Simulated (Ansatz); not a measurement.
# H₇OPSSi₂, SMILES O[SiH2][SiH2]SP: a single point in a Gaussian basis

Computed with the Ansatz DFT code, driven from Python.

`energy_h7opssi2.py`:
```python
from dataclasses import dataclass

import ansatz as az


@dataclass(frozen=True)
class RunConfig:
    basis: str = 'def2-SVPD'
    functional: str = 'b3lyp'


settings = RunConfig()

system = (
    az.Crystal.molecule()
    .atom('O', (-2.7057, -0.0235, 1.009))
    .atom('Si', (-2.0523, 0.0103, -0.5101))
    .atom('Si', (0.2121, -0.345, -0.4051))
    .atom('S', (1.2066, 1.0958, 0.9543))
    .atom('P', (3.155, 0.4779, 0.8499))
    .atom('H', (-2.5347, 0.7903, 1.5693))
    .atom('H', (-2.296, 1.3357, -1.1256))
    .atom('H', (-2.6592, -1.0201, -1.3404))
    .atom('H', (0.8931, -0.1726, -1.6822))
    .atom('H', (0.5582, -1.7077, 0.1457))
    .atom('H', (2.9765, -0.9065, 1.0904))
    .atom('H', (3.3234, 0.4103, -0.5213))
)

job = system.calculation()
job = job.basis(gaussian=settings.basis).functional(settings.functional)
res = job.run()
report = res.report

for key in ('converged', 'free_energy_ev', 'reference_energy_ev', 'n_frozen', 'n_occupied', 'n_virtual'):
    print(f'{key:22s} {report[key]}')

field = report['mean_field']
print('<S^2> =', round(abs(field['state']['spin_squared']), 4), ' all-electron relativity setting:', field['relativity'])
print('passes:', field['passes'])
if 'symmetry' in field:
    print('occupied orbitals by irrep:', field['symmetry']['occupied'])
```

Output of `python energy_h7opssi2.py`:
```text
converged              True
free_energy_ev         -38031.64821674305
reference_energy_ev    -38031.64821674305
n_frozen               0
n_occupied             [37, 37]
n_virtual              [141, 141]
<S^2> = 0.0  all-electron relativity setting: none
passes: {'evaluations': 15, 'products': 13}
occupied orbitals by irrep: [{'A': 37}, {'A': 37}]
```

These settings explore the input space; basis and method may be short of convergence. The geometry is a force-field or estimated start, not a minimum of this method, and the basis set is short of its limit. b3lyp holds the VWN-RPA fit, as in Gaussian; the form of ORCA and Turbomole is b3lyp5. It ran for 10 s on 1 thread of Arm Neoverse V2, on a shared host, peak memory 0.51 GiB.

(Lines on the test bed's own set-up are left out of the output.)
